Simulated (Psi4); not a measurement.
# BNH2ClF (SMILES NB(F)Cl): a chain of runs

We compute a structure relaxation (B97-3c/def2-mTZVP), then the harmonic vibrations of BNH2ClF. 

The calculation is run with Psi4 1.11.

**1. Starting point**

BNH2ClF: 6 atoms, total charge 0, spin state singlet. As SMILES, `NB(F)Cl`. All atoms were displaced at random from a relaxed shape. The run starts from this shape.

Bond lengths: N1–B2 1.412 Å, B2–F3 1.289 Å, B2–Cl4 1.798 Å, N1–H5 1.072 Å, N1–H6 1.108 Å. Angles: N1–B2–F3 127.0°, N1–B2–Cl4 114.5°, F3–B2–Cl4 118.3°, B2–N1–H5 130.8°, B2–N1–H6 119.9°, H5–N1–H6 108.8°.

**2. A geometry optimisation at B97-3c/def2-mTZVP (density fitting) (run 1)**

Input file input.inp:

```
memory 1.6 GB

molecule mol {
  N      0.050981     0.731326     0.006740
  B      0.137632    -0.671711     0.138037
  F      0.576687    -1.330837     1.154862
  Cl    -0.580087    -1.592960    -1.228743
  H     -0.394740     1.336541    -0.756922
  H      0.343130     1.383681     0.853411
  units angstrom
}

set geom_maxiter 60

optimize("b97-3c")
print_variables()
```

Command:

```console
$ psi4 -i input.inp -o input.out -n 1
```

input.out:

```text
[...]
  Running in c1 symmetry.
[...]
  Nuclear repulsion =  142.109848509560038
[...]
  Multiplicity = 1
[...]
  Nalpha       = 20
  Nbeta        = 20
[...]
    Number of basis functions: 85
[...]
   @DF-RKS iter   1:  -640.45762494742166   -6.46838e-02   1.18155e-02 DIIS/ADIIS
[...]
   @DF-RKS iter   6:  -640.87701598119770    2.27374e-13   3.53308e-09 DIIS
[...]
  @DF-RKS Final Energy:  -640.87701598119770
   => Energetics <=
    Nuclear Repulsion Energy =            142.3919116736095987
    One-Electron Energy =               -1167.3591094546566183
    Two-Electron Energy =                 434.4514229136512995
    DFT Exchange-Correlation Energy =     -50.3379607059466068
    Empirical Dispersion Energy =          -0.0232804078554973
    VV10 Nonlocal Energy =                  0.0000000000000000
    Total Energy =                       -640.8770159811977010
[...]
 Multipole Moments:
 ------------------------------------------------------------------------------------
     Multipole            Electronic (a.u.)      Nuclear  (a.u.)        Total (a.u.)
 ------------------------------------------------------------------------------------
 L = 1.  Multiply by 2.5417464519 to convert [e a0] to [Debye]
 Dipole X            :          0.1856598           -0.1857204           -0.0000606
 Dipole Y            :         -3.6857818            4.8451202            1.1593384
 Dipole Z            :          0.2303834           -0.1791381            0.0512453
 Magnitude           :                                                    1.1604704
[...]
  -Total Gradient:
     Atom            X                  Y                   Z
    ------   -----------------  -----------------  -----------------
       1        0.000014340611    -0.000007780117    -0.000039465665
       2       -0.000042410475     0.000051249443    -0.000073697448
       3        0.000035856830     0.000041011515     0.000078293321
       4        0.000016361191     0.000050403805     0.000038408374
       5       -0.000004451250     0.000047881109     0.000017919875
       6       -0.000010365799     0.000092274219     0.000008101302
[...]
    Final optimized geometry and variables:
    Molecular point group: c1
    Full point group: C1
    Geometry (in Angstrom), charge = 0, multiplicity = 1:
    N            0.112546298221     1.670923844591     0.303834813828
    B            0.160184034518     0.281029139857     0.344823801074
    F            0.679129052598    -0.355898367075     1.396827396896
    CL          -0.469934081217    -0.691782418000    -1.005948818151
    H           -0.270216281870     2.182450332898    -0.468239766255
    H            0.459910937907     2.243250672447     1.052164623431
  Variable Map:
  ----------------------------------------------------------------------------
  "B973C DISPERSION CORRECTION ENERGY" =>      -0.008594220655
  "CURRENT ENERGY"                     =>    -640.877015981198
[...]
```

The script printed:

```text
Optimizer: Optimization complete!
```

Wall time 26 s (1 thread of Intel Xeon 6975P-C (Granite Rapids), shared host); peak memory 0.55 GiB.

Step by step:

```tsv
step	energy from the first frame kept (eV)	largest force (eV/Å)
0	0.0000	3.5986
1	-0.3943	1.4282
2	-0.3998	0.7595
3	-0.4301	0.1998
4	-0.4321	0.0762
5	-0.4323	0.0184
6	-0.4324	0.0099
7	-0.4324	0.0051
```

After the run. Bond lengths: N1–B2 1.391 Å, B2–F3 1.335 Å, B2–Cl4 1.780 Å, N1–H5 1.002 Å, N1–H6 1.004 Å. Angles: N1–B2–F3 120.9°, N1–B2–Cl4 120.8°, F3–B2–Cl4 118.4°, B2–N1–H5 123.1°, B2–N1–H6 122.4°, H5–N1–H6 114.5°.

**3. Vibrational wavenumbers at B97-3c/def2-mTZVP (density fitting) (run 2)**

Input file bclfh2n.in:

```
memory 1600 MB

molecule mol {
  N      0.04582208     1.39839544     0.12349927
  B      0.13584485    -1.22812545     0.20095726
  F      1.11650878    -2.43174304     2.18895670
  Cl    -1.05490559    -3.06647181    -2.35163188
  H     -0.67749327     2.36504138    -1.33550914
  H      0.70224679     2.47993673     1.53763802
  units au
}

set {
  t 400.0
  rotational_symmetry_number 1
}

freq('b97-3c')
print_variables()
```

Command:

```console
$ psi4 bclfh2n.in bclfh2n.out -n 1
```

bclfh2n.out, cut to the lines that bear on the results:

```text
[...]
  Running in c1 symmetry.
[...]
  Nuclear repulsion =  142.391926558179023
[...]
  Multiplicity = 1
[...]
  Nalpha       = 20
  Nbeta        = 20
[...]
    Number of basis functions: 85
[...]
   @DF-RKS iter   1:  -640.46678988203143   -4.31044e-02   1.20688e-02 DIIS/ADIIS
[...]
   @DF-RKS iter  12:  -640.87701222159251   -4.66116e-12   5.40881e-09 DIIS
[...]
  @DF-RKS Final Energy:  -640.87701222159251
   => Energetics <=
    Nuclear Repulsion Energy =            142.4043744811144450
    One-Electron Energy =               -1167.3812799478246234
    Two-Electron Energy =                 434.4624008424404451
    DFT Exchange-Correlation Energy =     -50.3391895035078392
    Empirical Dispersion Energy =          -0.0233180938150001
    VV10 Nonlocal Energy =                  0.0000000000000000
    Total Energy =                       -640.8770122215925085
[...]
  -Total Gradient:
     Atom            X                  Y                   Z
    ------   -----------------  -----------------  -----------------
       1       -0.000043810263     0.001073193131    -0.000109411378
       2       -0.000037741638     0.000047781648    -0.000080229804
       3        0.000028380925     0.000032588570     0.000095677233
       4        0.000020319594     0.000042812215     0.000025973749
       5        0.000516311634    -0.000459613011     0.001116377738
       6       -0.000473764636    -0.000461914152    -0.001018801152
[...]
  ==> Harmonic Vibrational Analysis <==
[...]
  Freq [cm^-1]                 317.9328            376.3507            441.7748
[...]
  IR activ [km/mol]             1.7636              2.7802             214.5510
[...]
  Freq [cm^-1]                 528.1046            584.9640            626.7614
[...]
  IR activ [km/mol]            20.7809             15.1821             42.5947
[...]
  Freq [cm^-1]                 910.6014           1206.4915           1408.3310
[...]
  IR activ [km/mol]             3.6714             405.7284            229.0206
[...]
  Freq [cm^-1]                1643.3576           3573.5276           3680.4753
[...]
  IR activ [km/mol]            181.2100            37.8135             31.5448
[...]
  Total E_0, Enthalpy at 0 [K]                                                         -640.84216304 [Eh]
[...]
  Total H, Enthalpy at  400.00 [K]                                                     -640.83388003 [Eh]
[...]
```

On the terminal:

```text
Warning: used thermodynamics relations inappropriate for low-frequency modes: ['317.9328' '376.3507' '441.7748' '528.1046' '584.9640']
```

Run time: 1.8 min. Hardware: 1 thread of Intel Xeon 6975P-C (Granite Rapids), shared host; peak memory 0.53 GiB.

**4. What came out**

| quantity | value |
| --- | --- |
| run 1, B97-3c/def2-mTZVP: total energy at the end | -640.87702 Eh |
| run 1, B97-3c/def2-mTZVP: dipole moment | 2.95 D |
| run 1, B97-3c/def2-mTZVP: HOMO energy | -7.11 eV |
| run 1, B97-3c/def2-mTZVP: LUMO energy | 0.13 eV |
| run 1, B97-3c/def2-mTZVP: HOMO–LUMO gap | 7.24 eV |
| run 2, B97-3c/def2-mTZVP: lowest harmonic wavenumber | 318 cm⁻¹ |
| run 2, B97-3c/def2-mTZVP: highest harmonic wavenumber | 3680 cm⁻¹ |
| run 2, B97-3c/def2-mTZVP: zero-point energy | 91.5 kJ/mol |
| run 2, B97-3c/def2-mTZVP: ideal-gas entropy at 400 K (symmetry number 1 as used) | 74.5 cal/(mol K) |

In words: The optimisation (run 1, B97-3c/def2-mTZVP) took 8 steps and changed the energy by -0.432 eV. All 12 modes (run 2, B97-3c/def2-mTZVP) are real, so the shape is a minimum at this level.
